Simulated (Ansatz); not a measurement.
Li3Rh (distorted cell), a single point

Computed with the Python package of Ansatz (0.2.0).

`scf_li3rh.py`
```python
# -*- coding: utf-8 -*-
"""Single point of Li3Rh, atoms off their sites."""

import logging
import sys

import ansatz
import numpy as np

logging.basicConfig(stream=sys.stdout, format="%(levelname)s %(message)s")
log = logging.getLogger("calc")
log.setLevel(logging.INFO)

FUNCTIONAL = "r2SCAN"
K_DENSITY = 2.6
OCCUPATIONS = "cold"
SMEARING_WIDTH = 0.15


def main():
    xtal = (
        ansatz.Lattice.from_parameters(5.248564, 5.360398, 4.501141, alpha=90.20825, beta=92.98208, gamma=118.45205)
        .atom("Li", (0.3544, 0.1669, 0.7387))
        .atom("Li", (0.81137, 0.16034, 0.73407))
        .atom("Li", (0.81586, 0.62937, 0.74327))
        .atom("Li", (0.65996, 0.83268, 0.25625))
        .atom("Li", (0.18607, 0.81755, 0.25106))
        .atom("Li", (0.18852, 0.35013, 0.25101))
        .atom("Rh", (0.65893, 0.32248, 0.24901))
        .atom("Rh", (0.31653, 0.66983, 0.74862))
    )

    # functional, basis and sampling
    calculation = (
        xtal.calculation()
        .functional(FUNCTIONAL)
        .pseudopotentials("paw")
        .kpoints(density=K_DENSITY)
        .occupations(OCCUPATIONS, width=SMEARING_WIDTH)
        .compute(density_of_states={"energy_step": 0.1, "nscf_kmesh_spacing": 0.36}, band_table=True, stress=True)
    )
    res = calculation.run()
    data = res.report

    log.info("%-22s %14.5f eV" % ("F = E - TS", data["free_energy_ev"]))
    log.info("%-22s %14.5f eV" % ("E", data["internal_energy_ev"]))
    log.info("%-22s %14.5f eV" % ("Harris-Foulkes", data["harris_foulkes_ev"]))
    log.info("%-22s %14.5f eV" % ("Fermi level", data["fermi_energy_ev"]))

    dos = res.density_of_states()
    energy = np.asarray(dos.energies_ev) - dos.fermi_ev
    top = min(levels[-1] for levels in data["eigenvalues_ev"]) - dos.fermi_ev  # the computed bands end here
    total = np.asarray(dos.spin_summed_g_bin_mean_per_ev)
    log.info("E - E_F (eV)   states/eV")
    for e in np.arange(-10, min(6, top), 1.0):
        log.info(f"{e:8.1f} {np.interp(e, energy, total):12.3f}")

    # principal values and the von Mises stress of the deviator
    principal = np.linalg.eigvalsh(np.array(data["stress_gpa"]))
    mises = np.sqrt(0.5 * sum((principal[i] - principal[i - 1]) ** 2 for i in range(3)))
    print("principal stresses (GPa, compression positive):", np.round(principal, 3))
    log.info(f"mean {principal.mean():.3f} GPa, von Mises {mises:.3f} GPa, PV = {principal.mean() * data['setup']['cell_volume_ang3'] / 160.21766:.4f} eV")

    log.info("energy terms (eV)")
    for term, value in data["components"].items():
        if abs(value) > 1e-9:
            log.info(f"  {term:26s} {value:16.5f}")


if __name__ == "__main__":
    main()
```

```console
$ python scf_li3rh.py
DeckWarning: basis.ecutwfc = 500 eV, auto-derived from the records' recommended cutoffs: set by Li (their level for a meta-GGA)
INFO F = E - TS               -14061.34258 eV
INFO E                        -14061.34261 eV
INFO Harris-Foulkes           -14061.34258 eV
INFO Fermi level                   6.52790 eV
INFO E - E_F (eV)   states/eV
INFO    -10.0        0.000
INFO     -9.0        0.000
INFO     -8.0        0.000
INFO     -7.0        0.000
INFO     -6.0        0.000
INFO     -5.0        0.000
INFO     -4.0        0.811
INFO     -3.0        1.614
INFO     -2.0        3.624
INFO     -1.0       15.365
INFO      0.0        1.269
INFO      1.0        1.632
INFO      2.0        3.009
INFO      3.0        2.251
INFO      4.0        2.165
INFO      5.0        1.445
principal stresses (GPa, compression positive): [-1.947 -1.191  0.373]
INFO mean -0.922 GPa, von Mises 2.050 GPa, PV = -0.6393 eV
INFO energy terms (eV)
INFO   e_band                          -1130.74857
INFO   e_kinetic                        1286.09822
INFO   e_local                         -6205.38414
INFO   e_nonlocal                        521.19467
INFO   e_hartree                        2293.34356
INFO   e_xc                             -493.48660
INFO   e_vxc                            -716.41329
INFO   e_paw                           -7344.36589
INFO   e_vpaw                           -652.71166
INFO   e_augmentation_tail                 0.00067
INFO   e_vtau                             49.78109
INFO   e_ewald                         -4118.00319
INFO   e_core_change                      -0.73992
INFO   e_smearing                          0.00004
```
(Warnings from the package without file and line.)

Notes:
- Total energies depend on the potentials; only differences at equal settings carry meaning. A total without «per atom» is that of the cell as typed.
- The energy terms are those on the plane-wave grid, with the one-centre PAW part apart; e_band, e_vxc and e_vpaw aren't summands of the total.
- The negative TS is no error: cold and Methfessel-Paxton smearing have a generalised entropy.
- The mesh is modest for a metal, so energies can be off by several to tens of meV an atom and pressures by half a GPa or more; differences at equal mesh fare better.
- Only differences from the Fermi energy are physical; the zero of the scale is a convention.
- The cell is a database structure, distorted on purpose.
- Levels are Kohn-Sham eigenvalues on this mesh, without spin-orbit coupling.
- The computed bands are complete only to about 5.5 eV above the Fermi level; beyond that the density of states is undercounted.
- Run time: 52 s on 1 thread of Arm Neoverse V1 (shared host), peak memory 0.67 GiB.

(A comment or docstring line of the script was reworded after the run, the code is as it ran; lines on the test bed's own set-up are left out of the output.)
